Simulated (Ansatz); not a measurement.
# C2H7ClSi: a ladder of functionals and wavefunction methods

Aim: compute C2H7ClSi with functionals from several rungs and with coupled cluster, and see how far each lands from CCSD(T) at the basis-set limit for the atomisation energy.

Computed with Ansatz 0.2.0, Gaussian basis. Level: functionals in def2-TZVPP, the program's frozen cores in correlated methods.

Levels to be run: LDA (SPW92), PBE-D4, revPBE-D4, BLYP-D4, r2SCAN-D4, B97M-V, PBE0-D4, B3LYP-D4, r2SCANh-D4, r2SCAN0-D4, HSE06-D4, BHLYP-D4, CAM-B3LYP-D4, LC-ωPBE, ωB97X-V, ωB97M-V, B2PLYP, PBE-QIDH; CCSD(T)/def2-SVP; CCSD(T)/def2-TZVPP; MP2/def2-QZVPP; extrapolation to the limit; RPA on PBE.

### Step 1. Structure used throughout

An earlier PBE0-D4 in a triple-zeta def2 set relaxation fixed the geometry.

SMILES `[SiH3]CCCl`, 11 atoms, charge 0, spin multiplicity 1.

Atoms are counted from 1 here; the program's logs count them from 0.

Bond lengths: Si1–C2 1.884 Å, Si1–H5 1.488 Å, Si1–H6 1.486 Å, Si1–H7 1.488 Å, C2–C3 1.508 Å, C2–H8 1.094 Å, C2–H9 1.094 Å, C3–Cl4 1.793 Å, C3–H10 1.090 Å, C3–H11 1.090 Å. Angles: C2–Si1–H5 110.3°, C2–Si1–H6 109.7°, C2–Si1–H7 110.3°, H5–Si1–H6 109.1°, H5–Si1–H7 108.4°, H6–Si1–H7 109.1°, Si1–C2–C3 112.7°, Si1–C2–H8 108.5°, Si1–C2–H9 108.5°, C3–C2–H8 110.1°, C3–C2–H9 110.1°, H8–C2–H9 106.8°, C2–C3–Cl4 112.1°, C2–C3–H10 112.0°, C2–C3–H11 112.0°, Cl4–C3–H10 105.9°, Cl4–C3–H11 105.9°, H10–C3–H11 108.6°.

As a file:

```xyz
11

Si    0.0407    1.5240    0.0471
C    -0.5792   -0.2464    0.2263
C     0.4382   -1.2663   -0.2195
Cl   -0.1664   -2.9451   -0.0433
H     0.3713    1.8131   -1.3744
H    -1.0094    2.4707    0.5037
H     1.2668    1.7264    0.8651
H    -0.8477   -0.4155    1.2734
H    -1.4989   -0.3525   -0.3569
H     0.6970   -1.1507   -1.2719
H     1.3529   -1.2145    0.3709
```

### Step 2. LDA

This LDA is Slater exchange with PW92 correlation.

The input, in.yaml:

```yaml
crystal:
  periodic: [false, false, false]
  atoms:
    - {symbol: Si, position_ang: [0.040707, 1.524014, 0.047075]}
    - {symbol: C, position_ang: [-0.579164, -0.246411, 0.226314]}
    - {symbol: C, position_ang: [0.438171, -1.266274, -0.219489]}
    - {symbol: Cl, position_ang: [-0.166437, -2.945128, -0.043290]}
    - {symbol: H, position_ang: [0.371266, 1.813134, -1.374401]}
    - {symbol: H, position_ang: [-1.009383, 2.470694, 0.503661]}
    - {symbol: H, position_ang: [1.266809, 1.726383, 0.865105]}
    - {symbol: H, position_ang: [-0.847664, -0.415542, 1.273444]}
    - {symbol: H, position_ang: [-1.498860, -0.352507, -0.356856]}
    - {symbol: H, position_ang: [0.697027, -1.150686, -1.271922]}
    - {symbol: H, position_ang: [1.352930, -1.214478, 0.370860]}
basis:
  gaussian: {orbitals: def2-TZVPP}
hamiltonian: {xc: lda}
output: {orbitals: {seedname: orbitals}}
```

Command:

```bash
> ansatz run in.yaml --threads 4 --pin off --events-out ev --progress --plain --max-ram 10444MiB
```

After this run come: PBE-D4 (GGA); revPBE-D4 (GGA); BLYP-D4 (GGA); r2SCAN-D4 (meta-GGA); B97M-V (meta-GGA); B3LYP-D4 (hybrid); r2SCANh-D4 (hybrid); r2SCAN0-D4 (hybrid); HSE06-D4 (hybrid); BHLYP-D4 (hybrid); CAM-B3LYP-D4 (range-separated); LC-ωPBE (range-separated); ωB97X-V (range-separated); ωB97M-V (range-separated); B2PLYP (double hybrid); PBE-QIDH (double hybrid); CCSD(T) in def2-SVP; CCSD(T) in def2-TZVPP; MP2 in def2-QZVPP; RPA on PBE orbitals.

Before running them: what should the planned runs give, taken together? Wanted: atomisation energy, CCSD(T)/CBS; farthest beyond LDA; mean size of error, GGA; mean size of error, meta-GGA; mean size of error, hybrid; mean size of error, range-separated; mean size of error, double hybrid; gap, smallest and largest; T1 diagnostic.

As calculated:

| quantity | value |
| --- | --- |
| atomisation energy, CCSD(T)/CBS | 3768.8 kJ/mol |
| functionals within 18.8 kJ/mol (0.5 %) | r2SCAN-D4, B97M-V, PBE0-D4, B3LYP-D4, r2SCANh-D4, HSE06-D4, CAM-B3LYP-D4, ωB97X-V, ωB97M-V |
| farthest beyond LDA | BHLYP-D4 (-73.9 kJ/mol) |
| mean size of error, GGA | 35.8 kJ/mol |
| mean size of error, meta-GGA | 5.7 kJ/mol |
| mean size of error, hybrid | 20.1 kJ/mol |
| mean size of error, range-separated | 13.9 kJ/mol |
| mean size of error, double hybrid | 34.1 kJ/mol |
| gap, smallest and largest | 6.19 eV (LDA (SPW92)), 13.59 eV (LC-ωPBE) |
| T1 diagnostic | 0.0097 |
| triples share of the correlation energy | 3.8 % |

In words: LDA overbinds by 464.8 kJ/mol (12 %). PBE-D4 is off by +28.0 kJ/mol. Double hybrids carry the basis error of their MP2 part in triple zeta, and no dispersion term here, so their miss is partly the set-up's. The rungs meta-GGA, range-separated miss on average by less than the doubt on the reference (18.8 kJ/mol), so they tie. The reference freezes the cores and leaves out relativity and excitations past (T), so misses under about 18.8 kJ/mol can't be ranked. Hartree-Fock recovers 76 % of the binding; the rest is correlation. CCSD(T) in def2-SVP is off by -196.9 kJ/mol, worse than the median functional, from the basis alone. The gap grows from 6.2 to 13.6 eV across the functionals, mostly with the share of exact exchange.
